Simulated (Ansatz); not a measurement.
In3As under changes of volume

One of the cells (25.489 Å³/atom); the others are scaled copies at fixed shape and fractional positions:

```
In As
1.0
     4.67168    0.00000    0.00000
     0.00000    4.67168    0.00000
     0.00000    0.00000    4.67168
In As
3 1
Direct
  0.50000 0.50000 0.00000
  0.50000 0.00000 0.50000
  0.00000 0.50000 0.50000
  0.00000 0.00000 0.00000
```

The cell comes from a database or a generator and needn't be the stable form of this composition.

* Program: Ansatz 0.2.0
* Functional: r2SCAN
* Potentials or basis: Ansatz PAW
* Cutoff: 500 eV (not typed: the program's choice for these potentials)
* k mesh: 6 × 6 × 6
* Occupations: fermi-dirac, width 0.05 eV
* Spin: no spin polarisation

| volume (Å³/atom) | energy over the lowest point (meV/atom) | pressure (GPa) |
| --- | --- | --- |
| 23.960 | 6.28 | 2.0 |
| 24.470 | ? | ? |
| 24.980 | 0.00 | 0.0 |
| 25.489 | 1.45 | -0.9 |
| 25.999 | 5.45 | -1.7 |
| 26.509 | 11.74 | -2.3 |
| 27.019 | 20.06 | -2.9 |

Task: What does the run at 24.470 Å³/atom give?

Result: Energy over the lowest point 1.46 meV/atom; pressure 0.9 GPa.

Worked out: A Birch-Murnaghan fit of order 3 (a polynomial in V^(-2/3)) to the other rows has its minimum at 24.97 Å³/atom with B0 = V·E''(V) = 45 GPa and B' = 5.0. It gives 1.49 meV/atom at 24.470 Å³/atom, against the run's 1.46, and -dE/dV = 1.0 GPa, against 0.9.

Energies are extrapolated to zero smearing.

Caveats: the PAW data sets come from PBE, with cores solved anew for the run's functional, which leaves a small shift of forces and pressure.
